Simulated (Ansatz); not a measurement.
**BGeN+ (quartet): the correlation ladder, cc-pVTZ**

One table from this session's results is given with a row withheld; the runs are named, their logs left out.

Computed with Ansatz 0.2.0, Gaussian basis. Level: cc-pVTZ, core rule «outside noble gas», up to 16 orbitals frozen.

To be run: UHF; CCSD(T) on ROHF; CCSD(T) on UHF; BCCD(T) on ROHF; CCSDT(Q) on ROHF; CCSDT(Q) on UHF; CASSCF and NEVPT2, 11 electrons in 12 orbitals.

7 further runs of the same task are left out: 3 for a known fault of the program, 4 set aside as unsound or not needed. Runs told in other sessions of the task aren't counted.

## The system

The geometry is a PBE0/def2-TZVP stationary point (not a proven minimum) of the parent state, kept for this charge and spin. No spin-orbit coupling is included. The filled d shell of Ge may be among the frozen orbitals whatever the setting's name suggests.

3 atoms, charge 1, spin multiplicity 4.

Atoms are counted from 1 here; the program's logs count them from 0.

Bond lengths: B1–Ge2 1.905 Å, Ge2–N3 1.682 Å. Angles: B1–Ge2–N3 180.0°.

Set-up of the first run:

in.yaml reads:

```yaml
crystal:
  periodic: [false, false, false]
  atoms:
    - {symbol: B, position_ang: [0.000000, 0.000000, 1.831000]}
    - {symbol: Ge, position_ang: [0.000000, 0.000000, -0.074500]}
    - {symbol: N, position_ang: [0.000000, 0.000000, -1.756500]}
basis:
  gaussian: {orbitals: cc-pVTZ}
total_charge: 1
magnetization: {spin_polarized: true, initial_magnetization: 3}
hamiltonian: {xc: hf}
output: {orbitals: {seedname: orbitals}}
```

Command:

```bash
$ ansatz run in.yaml --threads 1 --pin off --events-out ev --progress --plain --max-ram 4096MiB --backend cpu
```

Steps of the session up to this table: UHF; CCSD(T) on ROHF; CCSD(T) on UHF; BCCD(T) on ROHF; CCSDT(Q) on ROHF; CCSDT(Q) on UHF; CASSCF and NEVPT2, 11 electrons in 12 orbitals.

One of the session's tables, all rows but one given; the rest of the session is left out.

| method | from RCCSDT(Q) (meV) |
| --- | --- |
| ROHF | +9574.7 |
| UHF | +8723.5 |
| RMP2 | +1543.4 |
| UMP2 | +2333.8 |
| RCCSD | +895.9 |
| UCCSD | +883.4 |
| RCCSD(T) | +289.2 |
| UCCSD(T) | +366.8 |
| BCCD(T) | +299.3 |
| RCCSDT | +148.1 |
| UCCSDT | +138.6 |
| RCCSDT(Q) | 0 |
| UCCSDT(Q) | -62.0 |
| CASSCF valence | ? |
| NEVPT2 valence | +950.2 |

**Question.** Estimate the row for CASSCF valence.

**Answer.** from RCCSDT(Q) (meV): +5434.7. In the column «from RCCSDT(Q) (meV)» it lies between UMP2 (+2333.8) and UHF (+8723.5).

Caveats from the session: The determinant of HF (⟨S²⟩ 4.47) is far from a pure spin state, so its energy mixes those of several spin states; that is harmless only where they are near-degenerate. The determinant of CCSD(T) (⟨S²⟩ 4.47) is far from a pure spin state, so its energy mixes those of several spin states; high orders of coupled cluster remove much of that, low ones don't. The determinant of CCSDT(Q) (⟨S²⟩ 4.47) is far from a pure spin state, so its energy mixes those of several spin states; high orders of coupled cluster remove much of that, low ones don't. Warnings: spin contamination; large T1 diagnostic. Restricted and unrestricted rows rest on different reference determinants; a gap between their highest levels can come from leftover correlation error, from unlike frozen cores or from another state.
